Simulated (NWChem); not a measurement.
**InSiNH6 (SMILES N[SiH2][InH2]) at PBE-D3(BJ)/def2-SVP (core potential)**

We compute a geometry optimisation of InSiNH6. 

The calculation is run with NWChem 7.3.0.

## Step 1: The molecule

InSiNH6: 9 atoms, total charge 0, spin state singlet. SMILES: `N[SiH2][InH2]`. Geometry: relaxed at PBE0-D4/def2-TZVP. This is one conformer, not always the lowest. The run starts from this shape.

Bond lengths: N1–Si2 1.729 Å, Si2–In3 2.572 Å, N1–H4 1.007 Å, N1–H5 1.008 Å, Si2–H6 1.491 Å, Si2–H7 1.501 Å, In3–H8 1.735 Å, In3–H9 1.730 Å. Some angles: N1–Si2–In3 109.0°, N1–Si2–H6 107.5°, N1–Si2–H7 115.0°, In3–Si2–H6 111.6°, In3–Si2–H7 108.8°, Si2–N1–H4 119.3°, Si2–N1–H5 120.1°, Si2–In3–H8 120.6°, Si2–In3–H9 122.7°, H6–Si2–H7 104.9°.

## Step 2: A geometry optimisation at PBE-D3(BJ)/def2-SVP (core potential)

Contents of h6innsi.xyz:

```xyz
9
H6InNSi optimise
N     -0.891500     0.591400    -1.336400
Si     0.373800     0.744000    -0.168700
In     0.267200    -1.255400     1.446100
H     -1.095600    -0.314200    -1.726600
H     -1.035700     1.316000    -2.022500
H      0.170000     2.036500     0.545200
H      1.758900     0.832100    -0.740700
H     -0.551200    -2.716800     0.991900
H      1.004100    -1.233700     3.011600
```

Contents of h6innsi.nw:

```
start h6innsi
title "H6InNSi optimise"
memory stack 880 mb heap 220 mb global 1100 mb
charge 0

geometry units angstroms
  load format xyz h6innsi.xyz
end

basis "ao basis" spherical bse
  * library def2-SVP
end

ecp bse
  In library def2-SVP
end

dft
  xc xpbe96 cpbe96
  mult 1
  disp vdw 4
  grid fine
  convergence energy 1e-07
  iterations 100
  mulliken
  print low
end

driver
  maxiter 60
end

freq
  temp 3 298.15 400 700
end

task dft optimize
task dft frequencies
```

Started as:

```bash
$ nwchem h6innsi.nw > h6innsi.out
```

The log of the run:

```text
Northwest Computational Chemistry Package (NWChem) 7.3.0
             --------------------------------------------------------

           Job information
           ---------------

    nwchem branch   = 7.3.0
    use scalapack   = T
    input           = h6innsi.nw
    prefix          = h6innsi.
    data base       = ./h6innsi.db
    status          = startup
    nproc           =        1

           Memory information
           ------------------

    heap     =     28835840 doubles =      220.0 Mbytes
    stack    =    115343357 doubles =      880.0 Mbytes
    global   =    144179200 doubles =     1100.0 Mbytes (distinct from heap & stack)
    total    =    288358397 doubles =     2200.0 Mbytes
    verify   = yes
    hardfail = no

           Directory information
           ---------------------

  0 permanent = .
  0 scratch   = .

                                NWChem Input Module
                                -------------------

                                 H6InNSi optimise
                                 ----------------

 Scaling coordinates for geometry "geometry" by  1.889725989
 (inverse scale =  0.529177249)

 C1  symmetry detected

          ------
          auto-z
          ------
  no constraints, skipping    0.0000000000000000
  no constraints, skipping    0.0000000000000000

                             Geometry "geometry" -> ""
                             -------------------------

 Output coordinates in angstroms (scale by  1.889725989 to convert to a.u.)

  No.       Tag          Charge          X              Y              Z
 ---- ---------------- ---------- -------------- -------------- --------------
    1 N                    7.0000    -0.84514098    -2.51573758    -0.08364146
    2 Si                  14.0000     0.59328418    -1.56438154     0.03318697
    3 In                  49.0000    -0.04619824     0.92681946    -0.00583564
[... 5 lines of this table left out ...]
    9 H                    1.0000     1.08174700     2.17586699    -0.40820678

      Atomic Mass
      -----------

      N                 14.003070
      Si                27.976930
      In               114.904100
      H                  1.007825

 Effective nuclear repulsion energy (a.u.)     314.7726177840

            Nuclear Dipole moment (a.u.)
            ----------------------------
        X                 Y               Z
 ---------------- ---------------- ----------------
     0.0000000000     0.0000000000    -0.0000000000

                                Z-matrix (autoz)
                                --------

 Units are Angstrom for bonds and degrees for angles

      Type          Name      I     J     K     L     M      Value
      ----------- --------  ----- ----- ----- ----- ----- ----------
    1 Stretch                  1     2                       1.72852
    2 Stretch                  1     4                       1.00699
    3 Stretch                  1     5                       1.00825
    4 Stretch                  2     3                       2.57226
    5 Stretch                  2     6                       1.49055
    6 Stretch                  2     7                       1.50115
    7 Stretch                  3     8                       1.73544
    8 Stretch                  3     9                       1.73040
    9 Bend                     1     2     3               108.97363
   10 Bend                     1     2     6               107.45882
   11 Bend                     1     2     7               115.03628
   12 Bend                     2     1     4               119.30977
   13 Bend                     2     1     5               120.06256
   14 Bend                     2     3     8               120.64998
   15 Bend                     2     3     9               122.72134
   16 Bend                     3     2     6               111.57220
   17 Bend                     3     2     7               108.84834
   18 Bend                     4     1     5               110.71015
   19 Bend                     6     2     7               104.93763
   20 Bend                     8     3     9               116.62594
   21 Torsion                  1     2     3     8          20.48725
   22 Torsion                  1     2     3     9        -160.13480
   23 Torsion                  3     2     1     4         -40.89450
   24 Torsion                  3     2     1     5         176.58844
   25 Torsion                  4     1     2     6        -161.93911
   26 Torsion                  4     1     2     7          81.62869
   27 Torsion                  5     1     2     6          55.54383
   28 Torsion                  5     1     2     7         -60.88836
   29 Torsion                  6     2     3     8         138.98249
   30 Torsion                  6     2     3     9         -41.63956
   31 Torsion                  7     2     3     8        -105.68603
   32 Torsion                  7     2     3     9          73.69191

            XYZ format geometry
            -------------------
     9
 geometry
 N                    -0.84514098    -2.51573758    -0.08364146
 Si                    0.59328418    -1.56438154     0.03318697
 In                   -0.04619824     0.92681946    -0.00583564
[... 5 lines of this table left out ...]
 H                     1.08174700     2.17586699    -0.40820678

[... 175 lines left out ...]
    Exchange-Corr. energy =      -46.516051899346
[... 106 lines left out ...]
    Exchange-Corr. energy =      -46.486922790779
[... 147 lines left out ...]
   convergence    iter        energy       DeltaE   RMS-Dens  Diis-err    time
[... 81 lines left out ...]
            Nuclear Dipole moment (a.u.)
[... 136 lines left out ...]
   convergence    iter        energy       DeltaE   RMS-Dens  Diis-err    time
[... 81 lines left out ...]
            Nuclear Dipole moment (a.u.)
[... 136 lines left out ...]
   convergence    iter        energy       DeltaE   RMS-Dens  Diis-err    time
[... 81 lines left out ...]
            Nuclear Dipole moment (a.u.)
[... 136 lines left out ...]
   convergence    iter        energy       DeltaE   RMS-Dens  Diis-err    time
[... 81 lines left out ...]
            Nuclear Dipole moment (a.u.)
[... 137 lines left out ...]
   convergence    iter        energy       DeltaE   RMS-Dens  Diis-err    time
[... 81 lines left out ...]
            Nuclear Dipole moment (a.u.)
[... 137 lines left out ...]
   convergence    iter        energy       DeltaE   RMS-Dens  Diis-err    time
[... 81 lines left out ...]
            Nuclear Dipole moment (a.u.)
[... 137 lines left out ...]
   convergence    iter        energy       DeltaE   RMS-Dens  Diis-err    time
[... 79 lines left out ...]
            Nuclear Dipole moment (a.u.)
[... 88 lines left out ...]
    Exchange-Corr. energy =      -46.473251567995
[... 109 lines left out ...]
           Coulomb energy =      491.297175785821
[... 105 lines left out ...]
    Exchange-Corr. energy =      -46.473422278396
[... 148 lines left out ...]
   convergence    iter        energy       DeltaE   RMS-Dens  Diis-err    time
[... 81 lines left out ...]
            Nuclear Dipole moment (a.u.)
[... 137 lines left out ...]
   convergence    iter        energy       DeltaE   RMS-Dens  Diis-err    time
[... 79 lines left out ...]
            Nuclear Dipole moment (a.u.)
[... 88 lines left out ...]
    Exchange-Corr. energy =      -46.473107432080
[... 148 lines left out ...]
   convergence    iter        energy       DeltaE   RMS-Dens  Diis-err    time
[... 79 lines left out ...]
            Nuclear Dipole moment (a.u.)
[... 84 lines left out ...]
    Exchange-Corr. energy =      -46.473080574348
[... 140 lines left out ...]
   convergence    iter        energy       DeltaE   RMS-Dens  Diis-err    time
[... 77 lines left out ...]
            Nuclear Dipole moment (a.u.)
[... 82 lines left out ...]
    Exchange-Corr. energy =      -46.473242081793
[... 140 lines left out ...]
   convergence    iter        energy       DeltaE   RMS-Dens  Diis-err    time
[... 75 lines left out ...]
            Nuclear Dipole moment (a.u.)
[... 81 lines left out ...]
    Exchange-Corr. energy =      -46.473140305158
[... 138 lines left out ...]
   convergence    iter        energy       DeltaE   RMS-Dens  Diis-err    time
[... 74 lines left out ...]
            Nuclear Dipole moment (a.u.)
[... 184 lines left out ...]
   convergence    iter        energy       DeltaE   RMS-Dens  Diis-err    time
[... 84 lines left out ...]
 stpr_wrt_fd_dipole: overwrite of existing file./h6innsi.fd_ddipole
[... 9 lines left out ...]
 d_dipole_x/<atom=   2,z> =     0.0582     [    0.2793]
[... 7 lines left out ...]
 d_dipole_x/<atom=   5,y> =    -0.0195     [   -0.0938]
[... 7 lines left out ...]
 d_dipole_x/<atom=   8,x> =    -0.4475     [   -2.1495]
[... 8 lines left out ...]
 d_dipole_y/<atom=   1,y> =    -0.8593     [   -4.1274]
[... 7 lines left out ...]
 d_dipole_y/<atom=   4,x> =     0.0128     [    0.0614]
[... 7 lines left out ...]
 d_dipole_y/<atom=   6,z> =    -0.0350     [   -0.1679]
[... 7 lines left out ...]
 d_dipole_y/<atom=   9,y> =    -0.5128     [   -2.4631]
[... 8 lines left out ...]
 d_dipole_z/<atom=   2,z> =     0.6000     [    2.8818]
[... 7 lines left out ...]
 d_dipole_z/<atom=   5,y> =    -0.0050     [   -0.0239]
[... 7 lines left out ...]
 d_dipole_z/<atom=   8,x> =     0.0668     [    0.3208]
[... 222 lines left out ...]
          MASS-WEIGHTED PROJECTED HESSIAN (Hartree/Bohr/Bohr/Kamu)
[... 11 lines left out ...]
              11           12           13           14           15           16           17           18           19           20
   ----- ----- ----- ----- -----
   11    6.64687D+01
   12    6.47009D+01  1.64536D+02
   13    2.75423D+01  9.36200D-01  4.32787D+01
   14   -6.52076D+00  4.15074D+00 -2.89757D+01  4.27155D+02
[... 12 lines of this table left out ...]
   27   -1.85307D-01  1.63880D-01  7.40219D-02  9.93996D-02 -4.52579D-01 -3.61099D-01  5.80180D-01 -1.84721D-01 -4.32430D-02 -8.32282D-01

              21           22           23           24           25           26           27
   ----- ----- ----- ----- -----
   21    1.10059D+02
   22   -1.85398D-01  9.13785D+01
   23    2.89594D-01 -2.56468D+01  1.62501D+01
   24   -4.50355D-01 -2.37844D+01  6.44878D+00  1.03715D+01
   25   -1.98659D-01 -3.39709D+00 -4.83565D+00  2.73519D+00  4.78295D+01
   26    6.67368D-02  2.76729D+00  2.10363D-01 -4.99236D-01  4.52768D+01  6.01986D+01
   27   -2.70086D-01  1.79997D+00  1.86649D+00  2.78632D+00 -1.85111D+01 -2.00755D+01  1.18093D+01

 center of mass
 --------------
 x =  -0.00043259 y =   0.27066072 z =  -0.00736531

 moments of inertia (a.u.)
 ------------------
        1038.613074309790          -2.019269564624          -3.457981859290
          -2.019269564624         132.020333701965          -0.334743303419
          -3.457981859290          -0.334743303419        1142.067412886715

 Rotational Constants
 --------------------
 A=   0.456008 cm-1  (  0.656079 K)
 B=   0.057968 cm-1  (  0.083402 K)
 C=   0.052706 cm-1  (  0.075831 K)

 Temperature                      =   298.15K
 frequency scaling parameter      =   1.0000

 Zero-Point correction to Energy  =   32.902 kcal/mol  (  0.052433 au)
 Thermal correction to Energy     =   37.379 kcal/mol  (  0.059567 au)
 Thermal correction to Enthalpy   =   37.971 kcal/mol  (  0.060511 au)

 Total Entropy                    =   83.968 cal/mol-K
   - Translational                =   41.155 cal/mol-K (mol. weight = 162.9310)
   - Rotational                   =   26.539 cal/mol-K (symmetry #  =        1)
   - Vibrational                  =   16.274 cal/mol-K

 Cv (constant volume heat capacity) =   23.663 cal/mol-K
   - Translational                  =    2.979 cal/mol-K
   - Rotational                     =    2.979 cal/mol-K
   - Vibrational                    =   17.704 cal/mol-K

 Temperature                      =   400.00K
 frequency scaling parameter      =   1.0000

 Zero-Point correction to Energy  =   32.902 kcal/mol  (  0.052433 au)
 Thermal correction to Energy     =   39.995 kcal/mol  (  0.063736 au)
 Thermal correction to Enthalpy   =   40.789 kcal/mol  (  0.065002 au)

 Total Entropy                    =   92.071 cal/mol-K
   - Translational                =   42.614 cal/mol-K (mol. weight = 162.9310)
   - Rotational                   =   27.415 cal/mol-K (symmetry #  =        1)
   - Vibrational                  =   22.042 cal/mol-K

 Cv (constant volume heat capacity) =   27.514 cal/mol-K
   - Translational                  =    2.979 cal/mol-K
   - Rotational                     =    2.979 cal/mol-K
   - Vibrational                    =   21.555 cal/mol-K

 Temperature                      =   700.00K
 frequency scaling parameter      =   1.0000

 Zero-Point correction to Energy  =   32.902 kcal/mol  (  0.052433 au)
 Thermal correction to Energy     =   49.435 kcal/mol  (  0.078780 au)
 Thermal correction to Enthalpy   =   50.826 kcal/mol  (  0.080996 au)

 Total Entropy                    =  110.607 cal/mol-K
   - Translational                =   45.393 cal/mol-K (mol. weight = 162.9310)
   - Rotational                   =   29.082 cal/mol-K (symmetry #  =        1)
   - Vibrational                  =   36.132 cal/mol-K

 Cv (constant volume heat capacity) =   34.682 cal/mol-K
   - Translational                  =    2.979 cal/mol-K
   - Rotational                     =    2.979 cal/mol-K
   - Vibrational                    =   28.723 cal/mol-K

          -------------------------------------------------
          NORMAL MODE EIGENVECTORS IN CARTESIAN COORDINATES
          -------------------------------------------------
             (Projected Frequencies expressed in cm-1)

                    1           2           3           4           5           6

 P.Frequency       -0.00       -0.00       -0.00        0.00        0.00        0.00

           1    -0.00623    -0.16682     0.00702     0.00200    -0.00079     0.02021
[... 25 lines of this table left out ...]
          27    -0.08999     0.00139    -0.00013    -0.00737     0.11892     0.17121

                    7           8           9          10          11          12

 P.Frequency       75.85      115.22      212.38      264.51      299.81      392.11

           1     0.01922     0.03553    -0.01783    -0.02192     0.00127    -0.01213
[... 25 lines of this table left out ...]
          27     0.55052    -0.31656    -0.04359     0.08308    -0.22658     0.36130

                   13          14          15          16          17          18

 P.Frequency      440.41      496.76      593.73      671.88      746.09      812.70

           1     0.06858     0.00029    -0.00190    -0.01744     0.06665    -0.14639
[... 25 lines of this table left out ...]
          27     0.04397    -0.50904     0.09738    -0.00835     0.03580     0.02143

                   19          20          21          22          23          24

 P.Frequency      879.19      939.87     1497.76     1677.79     1694.55     2049.84

           1     0.05418    -0.01589     0.06024    -0.00038     0.00026    -0.00074
[... 25 lines of this table left out ...]
          27     0.01475    -0.00119    -0.00274    -0.08072    -0.25991    -0.00373

                   25          26          27

 P.Frequency     2138.00     3465.55     3562.32

           1    -0.00023     0.02988    -0.04372
[... 25 lines of this table left out ...]
          27    -0.00278     0.00010     0.00003

 ----------------------------------------------------------------------------
 Normal Eigenvalue ||    Projected Derivative Dipole Moments (debye/angs)
  Mode   [cm**-1]  ||      [d/dqX]             [d/dqY]           [d/dqZ]
 ------ ---------- || ------------------ ------------------ -----------------
    1       -0.000 ||       0.014               0.033             0.079
    2       -0.000 ||      -0.061               0.030            -0.001
    3       -0.000 ||       0.036              -0.018            -0.000
[... 23 lines of this table left out ...]
   27     3562.320 ||       0.452              -0.363            -0.313
 ----------------------------------------------------------------------------

 ----------------------------------------------------------------------------
 Normal Eigenvalue ||           Projected Infra Red Intensities
  Mode   [cm**-1]  || [atomic units] [(debye/angs)**2] [(KM/mol)] [arbitrary]
 ------ ---------- || -------------- ----------------- ---------- -----------
    1       -0.000 ||    0.000325           0.007         0.317       0.046
    2       -0.000 ||    0.000204           0.005         0.199       0.029
    3       -0.000 ||    0.000071           0.002         0.069       0.010
[... 23 lines of this table left out ...]
   27     3562.320 ||    0.018837           0.435        18.364       2.649
 ----------------------------------------------------------------------------

 vib:animation  F

 Task  times  cpu:      454.9s     wall:      454.9s
 Total times  cpu:      860.1s     wall:      860.1s
```

Run time: 14 min. Hardware: 1 thread of Intel Xeon at 2.60GHz (Ice Lake), shared host; peak memory 0.22 GiB.

Step by step:

```csv
step,energy from the first frame kept (eV)
0,0.0000
1,-0.0255
2,-0.0328
3,-0.0350
4,-0.0359
5,-0.0366
6,-0.0373
7,-0.0376
8,-0.0377
9,-0.0379
10,-0.0380
11,-0.0382
12,-0.0383
13,-0.0384
14,-0.0384
15,-0.0384
16,-0.0384
17,-0.0385
18,-0.0385
19,-0.0385
20,-0.0385
```

After the run. Bond lengths: N1–Si2 1.758 Å, Si2–In3 2.597 Å, N1–H4 1.024 Å, N1–H5 1.025 Å, Si2–H6 1.509 Å, Si2–H7 1.523 Å, In3–H8 1.758 Å, In3–H9 1.754 Å. Some angles: N1–Si2–In3 107.2°, N1–Si2–H6 106.6°, N1–Si2–H7 116.8°, In3–Si2–H6 111.6°, In3–Si2–H7 109.6°, Si2–N1–H4 117.1°, Si2–N1–H5 118.0°, Si2–In3–H8 119.9°, Si2–In3–H9 123.4°, H6–Si2–H7 105.0°.

## Step 3: What came out

Level: PBE-D3(BJ)/def2-SVP (core potential).

| quantity | value |
| --- | --- |
| total energy at the end | -537.61043 Eh |
| dispersion energy | -15.83 kJ/mol |
| lowest harmonic wavenumber | 76 cm⁻¹ |
| highest harmonic wavenumber | 3562 cm⁻¹ |
| zero-point energy | 137.7 kJ/mol |
| ideal-gas entropy at 298.15 K (symmetry number 1 as used) | 84.0 cal/(mol K) |

**Reading.** At the final geometry: Bond lengths: N1–Si2 1.758 Å, Si2–In3 2.597 Å, N1–H4 1.024 Å, N1–H5 1.025 Å, Si2–H6 1.509 Å, Si2–H7 1.523 Å, In3–H8 1.758 Å, In3–H9 1.754 Å. Some angles: N1–Si2–In3 107.2°, N1–Si2–H6 106.6°, N1–Si2–H7 116.8°, In3–Si2–H6 111.6°, In3–Si2–H7 109.6°, Si2–N1–H4 117.1°, Si2–N1–H5 118.0°, Si2–In3–H8 119.9°, Si2–In3–H9 123.4°, H6–Si2–H7 105.0°. All 21 modes are real, so the shape is a minimum at this level. The optimisation took 21 steps and changed the energy by -0.038 eV. Mulliken charges run from -0.35 on N1 to +0.26 on Si2; they depend strongly on the basis.
